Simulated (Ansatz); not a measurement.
Which YAML input does this script hand to the engine? (the Python package of Ansatz (0.2.0))

`ch4sezn.py`:
```python
'''Static correlation in CH4SeZn: natural occupations of an active space.'''

import ansatz

GEOMETRY = '''
C    -0.46510    0.70980   -0.03460
Zn    0.08520   -0.61440    0.14530
Se    1.44270   -1.27720   -0.86340
H     0.02210    1.77360   -0.01620
H    -0.86690    0.46900    0.94930
H    -1.37140    0.77960   -0.75130
H     1.21470   -1.90840    0.52520
'''


def main() -> None:
    ch4sezn = ansatz.Crystal.molecule()
    for line in GEOMETRY.strip().splitlines():
        symbol, *xyz = line.split()
        ch4sezn = ch4sezn.atom(symbol, [float(v) for v in xyz])

    model = (
        ch4sezn.calculation()
        .basis(gaussian='def2-SVP')
        .scf(lower_state_search='light')
        .correlation(active_electrons=6, active_orbitals=7)
    )
    for method in ['sc_nevpt2']:
        r = (model if method is None else model.correlation(method)).run(threads=1, pin='off').report
        space = r['configurations']
        state = space['states'][0]
        print(method or 'casscf', f'total {r["free_energy_ev"] / 27.211386246:.6f} Ha, active-space state {state["energy"]["hartree"]:.6f} Ha, mean field {r["reference_energy_ev"] / 27.211386246:.6f} Ha')
        print('  determinants', state['n_determinants'], ' natural occupations', [round(n, 3) for n in space['natural_occupations']])
    print('effectively unpaired electrons, sum of min(n, 2 - n):', round(sum(min(n, 2 - n) for n in space['natural_occupations']), 3))


if __name__ == '__main__':
    main()
```

Running `python ch4sezn.py` prints:
```text
sc_nevpt2 total -4217.681471 Ha, active-space state -4216.934762 Ha, mean field -4216.873673 Ha
  determinants 1225  natural occupations [1.977, 1.97, 1.962, 0.037, 0.021, 0.018, 0.014]
effectively unpaired electrons, sum of min(n, 2 - n): 0.181
```

`input.yaml`:
```yaml
crystal:
  periodic: [false, false, false]
  atoms:
    - { symbol: C, position_ang: [-0.4651, 0.7098, -0.0346] }
    - { symbol: Zn, position_ang: [0.0852, -0.6144, 0.1453] }
    - { symbol: Se, position_ang: [1.4427, -1.2772, -0.8634] }
    - { symbol: H, position_ang: [0.0221, 1.7736, -0.0162] }
    - { symbol: H, position_ang: [-0.8669, 0.469, 0.9493] }
    - { symbol: H, position_ang: [-1.3714, 0.7796, -0.7513] }
    - { symbol: H, position_ang: [1.2147, -1.9084, 0.5252] }
basis:
  gaussian:
    orbitals: def2-SVP
correlation:
  method: sc_nevpt2
  active_space:
    window:
      electrons: 6
      orbitals: 7
scf:
  lower_state_search: light
```

The settings weren't tested for convergence. The geometry is a force-field or estimated start, not a minimum of this method, and the basis set is short of its limit. The active space starts as a window about the frontier orbitals and is then optimised, not chosen by chemistry. It ran for 43 s on 1 thread of Intel(R) Xeon(R) Platinum 8488C (Sapphire Rapids), with other jobs on the host, peak memory 0.4 GiB.

(Lines on the test bed's own set-up are left out of the output.)
